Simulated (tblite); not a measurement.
# C4H16GeSi2: the cost of one run

Programs: tblite 0.8.0 and PySCF 2.14.0, with density-fitted response routines of our own. Each step states its level of theory. These are calculated values for one molecule in the gas phase, unless marked as measured. Atoms count from 0, in the outputs and in this text.

### Step 1. Starting geometry

23 atoms, charge 0, multiplicity 1; geometry from: force field or distance geometry start.

Bonds of the start (Å): C0–C1 1.51, C1–C2 1.51, C1–Ge3 1.92, Ge3–Si4 2.29, Si4–C5 1.88, Si4–Si6 2.24, C0–H7 1.11, C0–H8 1.11, C0–H9 1.11, C1–H10 1.12, C2–H11 1.10, C2–H12 1.11, C2–H13 1.12, Ge3–H14 1.55, Ge3–H15 1.55, Si4–H16 1.45, C5–H17 1.09, C5–H18 1.13, C5–H19 1.11, Si6–H20 1.48, Si6–H21 1.47, Si6–H22 1.47.

### Step 2. Optimising the geometry with GFN2-xTB

The job: settings as JSON, then the geometry in Å.

```
{"job": {"kind": "relax", "xc": "GFN2-xTB", "basis": "xTB"}, "charge": 0, "multiplicity": 1}
C     -2.491100     1.033500    -0.691700
C     -2.027700    -0.361300    -0.349100
C     -2.289100    -0.643900     1.110500
Ge    -0.197500    -0.601400    -0.890800
Si     1.365200     0.203300     0.574500
C      2.251600     1.655500    -0.227000
Si     2.932500    -1.380900     0.822300
H     -1.805900     1.750000    -0.196900
H     -2.451800     1.100500    -1.795600
H     -3.525000     1.162200    -0.295100
H     -2.650100    -1.062000    -0.954100
H     -1.743400     0.004900     1.807000
H     -2.187900    -1.713500     1.397500
H     -3.379500    -0.420000     1.269100
H     -0.019100     0.148600    -2.237300
H      0.122800    -2.102900    -1.133200
H      0.851800     0.611400     1.870100
H      1.687800     2.587200    -0.133200
H      3.274400     1.748200     0.236400
H      2.451400     1.437300    -1.299300
H      3.880400    -0.948300     1.870700
H      3.659300    -1.552600    -0.446300
H      2.286100    -2.629000     1.247600
```

On the command line:

```
> OMP_NUM_THREADS=1 python probes_run.py task.json out
```

The driver reads the jobs from task.json and runs them one after another.

Q: Estimate the wall time and peak memory of this first job on 1 thread of Arm Neoverse V1, shared host.

About 1.4 s, with a peak of 0.18 GiB.
